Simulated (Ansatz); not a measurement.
## FGeH, SMILES [F][GeH]: a relaxed scan of one distance, step by step

With Ansatz 0.2.0, Python API.

Interactive session:
```pycon
>>> import ansatz as az
>>> from ase import Atoms
>>> import numpy as np
>>> atoms = Atoms(["F", "Ge", "H"], positions=[
...     [0.67, 1.1407, 0.482],
...     [-0.5644, 0.1308, -0.2918],
...     [-0.1166, -1.3363, -0.2035],
... ])
>>> fgeh = az.Crystal.molecule_from_ase(atoms)
>>> calculation = (
...     fgeh.calculation()
...     .basis(gaussian="def2-SVP")
...     .functional("hf")
... )
>>> symbols = [site.symbol for site in fgeh.cartesian_sites]
>>> pairs = [(0, 1), (1, 2)]
>>> print("held (A)   E (eV)        ", "  ".join(f"{symbols[i]}{i}-{symbols[j]}{j}" for i, j in pairs))
held (A)   E (eV)         F0-Ge1  Ge1-H2
>>> for length in [1.41, 1.54, 1.66, 1.84, 2.07]:
...     report = calculation.relax(constraints=[az.DistanceConstraint((1, 2), at=length)], force_tolerance=0.02, max_steps=60).run().report
...     xyz = np.array(report["positions_ang"])
...     print(f"{length:6.2f} {report['free_energy_ev']:14.5f}  ", "  ".join(f"{np.linalg.norm(xyz[i] - xyz[j]):.3f}" for i, j in pairs))
...
DeckWarning: relax.constraints: the input's atoms, or those drawn, lie off the distances that are held; a relaxation that starts there is brought onto them ahead of its first SCF, by positions alone, an atom by 6.32e-2 Å at the most. With the symmetry detection on, the symmetry is detected on the input's atoms as so brought (as typed, where only the drawn atoms reach the distances), and notices that speak of the structure as typed mean those atoms
  1.41   -59185.59741   1.746  1.410
  1.54   -59185.88629   1.743  1.540
  1.66   -59185.87049   1.740  1.660
  1.84   -59185.57001   1.735  1.840
  2.07   -59184.97092   1.730  2.070
```

Caveats:
- The settings weren't tested for convergence.
- Warnings are shown shortened and without file and line.
- The energies are electronic: no zero-point or thermal terms, and the basis set is short of its limit.
- Wall time of the script: 13 s on 1 thread of Arm Neoverse V2, on a shared host, peak memory 0.17 GiB.

(Lines on the test bed's own set-up are left out of the output.)
